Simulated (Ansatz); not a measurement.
# TiO2: the cost of one run

Computed with Ansatz 0.2.0 (DFT, PBE, plane-wave PAW, default files, scalar-relativistic, frozen cores, as far as a step names no other, unless a step's input says otherwise).

**1. The starting structure**

It takes space group Pbca (No. 61, orthorhombic). The conventional cell has a = 5.145 Å, b = 9.185 Å, c = 5.447 Å, α = 90.00°, β = 90.00°, γ = 90.00°. Ti (site symmetry 1) has 6 O at 1.92 to 1.99 Å as nearest neighbours. O (site symmetry 1) is surrounded by 3 Ti at 1.96 to 1.99 Å. O (site symmetry 1) is surrounded by 3 Ti at 1.92 to 1.95 Å.

Coordinates:

```cif
data_structure
_symmetry_space_group_name_H-M 'Pbca'
_symmetry_Int_Tables_number 61
_cell_length_a 5.1450
_cell_length_b 9.1850
_cell_length_c 5.4470
_cell_angle_alpha 90.000
_cell_angle_beta 90.000
_cell_angle_gamma 90.000
_cell_volume 257.41
loop_
_atom_site_label
_atom_site_type_symbol
_atom_site_symmetry_multiplicity
_atom_site_Wyckoff_symbol
_atom_site_fract_x
_atom_site_fract_y
_atom_site_fract_z
_atom_site_occupancy
Ti1 Ti 8 c 0.12700 0.12700 0.88700 1
O1 O 8 c 0.46500 0.23000 0.89500 1
O2 O 8 c 0.82000 0.01000 0.84500 1
```

The earlier run gave: gap on the mesh 2.15 eV, largest force 0.824 eV/Å, pressure 5.4 GPa.

The printed gradients, by site:

| site | atoms | first shell | V_zz (10²¹ V/m²) | η | C_Q (MHz) |
| --- | --- | --- | --- | --- | --- |
| Ti | 1, 2, 3, 4, … | 6 O at 1.92–1.99 Å | 1.41 | 0.22 | 8.45 (⁴⁹Ti) |
| O9 | 9, 10, 11, 12, … | 3 Ti at 1.96–1.99 Å | 2.48 | 0.74 | -1.54 (¹⁷O) |
| O17 | 17, 18, 19, 20, … | 3 Ti at 1.92–1.95 Å | 2.19 | 0.48 | -1.35 (¹⁷O) |

C_Q = eQV_zz/h, which is 24.18 MHz for Q = 1 b and V_zz = 10²¹ V/m²; η = (V_xx − V_yy)/V_zz. Nuclear quadrupole moments: year-2017 set (Pyykkö).

**2. Ions relaxed at fixed cell**

Input file input.yaml:

```yaml
crystal:
  lattice:
    - [5.145, 0.0, 0.0]
    - [0.0, 9.185, 0.0]
    - [0.0, 0.0, 5.447]
  atoms:
    - { symbol: Ti, position: [0.127, 0.127, 0.887] }
    - { symbol: Ti, position: [0.627, 0.373, 0.113] }
    - { symbol: Ti, position: [0.873, 0.627, 0.613] }
    - { symbol: Ti, position: [0.373, 0.873, 0.387] }
    - { symbol: Ti, position: [0.873, 0.873, 0.113] }
    - { symbol: Ti, position: [0.373, 0.627, 0.887] }
    - { symbol: Ti, position: [0.127, 0.373, 0.387] }
    - { symbol: Ti, position: [0.627, 0.127, 0.613] }
    - { symbol: O, position: [0.465, 0.23, 0.895] }
    - { symbol: O, position: [0.965, 0.27, 0.105] }
    - { symbol: O, position: [0.535, 0.73, 0.605] }
    - { symbol: O, position: [0.035, 0.77, 0.395] }
    - { symbol: O, position: [0.535, 0.77, 0.105] }
    - { symbol: O, position: [0.035, 0.73, 0.895] }
    - { symbol: O, position: [0.465, 0.27, 0.395] }
    - { symbol: O, position: [0.965, 0.23, 0.605] }
    - { symbol: O, position: [0.82, 0.01, 0.845] }
    - { symbol: O, position: [0.32, 0.49, 0.155] }
    - { symbol: O, position: [0.18, 0.51, 0.655] }
    - { symbol: O, position: [0.68, 0.99, 0.345] }
    - { symbol: O, position: [0.18, 0.99, 0.155] }
    - { symbol: O, position: [0.68, 0.51, 0.845] }
    - { symbol: O, position: [0.82, 0.49, 0.345] }
    - { symbol: O, position: [0.32, 0.01, 0.655] }
kpoints:
  mp_grid: { grid: [5, 3, 5] }
scf:
  occupations: { method: fermi_dirac, width: 0.02 }
hamiltonian:
  xc: pbe
  pseudopotentials: { kind: paw, frozen_core: stored }
output:
  forces: true
  stress: true
  populations: true
  efg: { quadrupole_moments_barn: { Ti: 0.247, O: -0.02558 } }
relax:
  f_tol: 0.02
  max_steps: 60
```

Run with:

```
$ ansatz run input.yaml --threads 4 --pin off --max-ram 8192MiB --backend cpu --events-out ev --progress --plain --runs-dir out
```

What time and memory should one allow on 4 threads of Intel Xeon Platinum 8488C (Sapphire Rapids), shared host?

About 33 s, with a peak of 1.3 GiB.
